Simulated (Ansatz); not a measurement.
Consider a check of PAW against all-electron LAPW of Na, space group Pm-3m (Ansatz 0.2.0 through its Python package).

`paw_lapw.py`
```python
'''PAW against all-electron LAPW for Na.'''

import ansatz
import numpy as np


def count_gap(report):
    # lowest empty less highest filled band, counting bands; zero where they overlap
    return max(report.get('gap_by_band_count_ev') or 0.0, 0.0)

na = (
    ansatz.Lattice.cubic(7.02334)
    .space_group(221)
    .atom('Na', [0.0, 0.0, 0.0])
)

model = (
    na.calculation()
    .kpoints(5, 5, 5)
    .functional(ansatz.Functional.LDA)
    .occupations(ansatz.OccupationsMethod.COLD, width=0.1)
    .stress()
    .forces()
    .band_table()
)
variants = {
    'PAW': model.pseudopotentials('paw'),
    'LAPW': model.pseudopotentials('all_electron', lapw=True),
}
# totals differ by the cores that each treatment holds, so compare what does not depend on them
rows = []
for label, variant in variants.items():
    r = variant.run(threads=1, pin='off').report
    levels = np.array(r['eigenvalues_ev'][0]) - r['fermi_energy_ev']
    print(label, 'levels at the first k-point near E_F:', np.round(levels[np.abs(levels) < 5], 3))
    rows.append((label, r['n_electrons'], np.trace(r['stress_gpa']) / 3, count_gap(r)))
print('     treatment  electrons in bands           P GPa  gap by band count eV')
for row in rows:
    print(f'{str(row[0]):>14s}  {row[1]:18.1f}  {row[2]:14.3f}  {row[3]:20.3f}')
```

How well do the two treatments of the cores agree on the pressure?

PAW gives -0.141 GPa and LAPW -0.141 GPa, 0.000 GPa apart. They took 1.4 and 0.4 s of processor time.

The run itself:

Output of `python paw_lapw.py`:
```text
DeckWarning: basis.ecutwfc = 420 eV, auto-derived from the records' recommended cutoffs: set by Na (normal level)
PAW levels at the first k-point near E_F: [-0.384  2.763  2.763  2.763  2.946]
LAPW levels at the first k-point near E_F: [-0.384  2.763  2.763  2.763  2.946]
     treatment  electrons in bands           P GPa  gap by band count eV
           PAW                 9.0          -0.141                 0.000
          LAPW                 7.0          -0.141                 0.000
```
(Warnings from the package without file and line.)

What to keep in mind:
- The computed bands are complete only to about 2.9 eV above the Fermi level.
- A gap by band count of zero or less means overlapping bands, a metal, and at an odd count of electrons it is no gap at all.
- This isn't the structure that Na takes at ambient conditions.
- Levels are Kohn-Sham eigenvalues on this mesh.
- Pressure is positive in compression; the treatments may keep other shells as core, so totals and counts of electrons can differ.
- Hardware and time: 2.4 s on 1 thread of Arm Neoverse V1, with other jobs on the host, peak memory 0.41 GiB.
